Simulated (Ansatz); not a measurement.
**SiBr (quartet): the correlation ladder, cc-pVDZ**

Aim: climb from Hartree-Fock through coupled cluster and multireference methods for SiBr (quartet) at one geometry and basis, and see what each rung misses.

The runs use Ansatz 0.2.0, Gaussian basis; cc-pVDZ, core rule «outside noble gas», up to 19 orbitals frozen.

To be run: UHF; CCSD(T) on ROHF; CCSD(T) on UHF; BCCD(T) on ROHF; CISD; CCSDT(Q) on ROHF; CCSDT(Q) on UHF; CASSCF and MRCISD+Q, 11 electrons in 8 orbitals; CASSCF and NEVPT2, 11 electrons in 8 orbitals.

10 further runs of the same task are left out: 5 that didn't finish, 5 set aside as unsound or not needed.

**1. The geometry**

The geometry is a PBE0/def2-TZVP stationary point (not a proven minimum) of the parent state, kept for this charge and spin. No spin-orbit coupling is included. The filled d shell of Br may be among the frozen orbitals whatever the setting's name suggests; the logs give the count.

2 atoms, charge 0, spin multiplicity 4.

Atoms are counted from 1 here; the program's logs count them from 0.

Bond lengths: Si1–Br2 2.232 Å.

**2. UHF**

File in.yaml:

```yaml
crystal:
  periodic: [false, false, false]
  atoms:
    - {symbol: Si, position_ang: [0.000000, 0.000000, 0.000000]}
    - {symbol: Br, position_ang: [0.000000, 0.000000, 2.231500]}
basis:
  gaussian: {orbitals: cc-pVDZ}
magnetization: {spin_polarized: true, initial_magnetization: 3}
hamiltonian: {xc: hf}
output: {orbitals: {seedname: orbitals}}
```

On the command line:

```sh
ansatz run in.yaml --threads 1 --pin off --events-out ev --progress --plain --max-ram 2393MiB
```

The runs that follow: CCSD(T) on ROHF; CCSD(T) on UHF; BCCD(T) on ROHF; CISD; CCSDT(Q) on ROHF; CCSDT(Q) on UHF; CASSCF and MRCISD+Q, 11 electrons in 8 orbitals; CASSCF and NEVPT2, 11 electrons in 8 orbitals.

Q: Predict the results of all the runs planned. Wanted: UCCSDT(Q) below the RHF energy; RMP2 from UCCSDT(Q); UMP2 from UCCSDT(Q); RCCSD from UCCSDT(Q); RCCSD(T) from UCCSDT(Q); UCCSD(T) from UCCSDT(Q); RCCSDT(Q) from UCCSDT(Q); NEVPT2 valence from UCCSDT(Q); MRCISD+Q valence from UCCSDT(Q).

The runs gave:

| quantity | value |
| --- | --- |
| UCCSDT(Q) below the RHF energy | -4.8737 eV |
| RMP2 from UCCSDT(Q) | +16.57 kcal/mol |
| UMP2 from UCCSDT(Q) | +16.40 kcal/mol |
| RCCSD from UCCSDT(Q) | +3.51 kcal/mol |
| RCCSD(T) from UCCSDT(Q) | +0.72 kcal/mol |
| UCCSD(T) from UCCSDT(Q) | +0.71 kcal/mol |
| RCCSDT(Q) from UCCSDT(Q) | +0.04 kcal/mol |
| NEVPT2 valence from UCCSDT(Q) | +23.51 kcal/mol |
| MRCISD+Q valence from UCCSDT(Q) | +1.16 kcal/mol |
| levels within 1 kcal/mol (43 meV) | RCCSD(T), UCCSD(T), BCCD(T), RCCSDT, UCCSDT, RCCSDT(Q) |
| T1 diagnostic | 0.028 |
| effectively unpaired electrons | 3.00 |

What this shows: RCCSD(T) lands +0.72 kcal/mol from the yardstick (0.6 % of the correlation energy). One determinant dominates. Of the multireference levels listed MRCISD+Q valence comes nearest in total energy (+1.16 kcal/mol), which doesn't show that its space is the better one. These misses are within one basis, not against nature; the frozen cores of restricted and unrestricted runs differ, which can shift their rows.
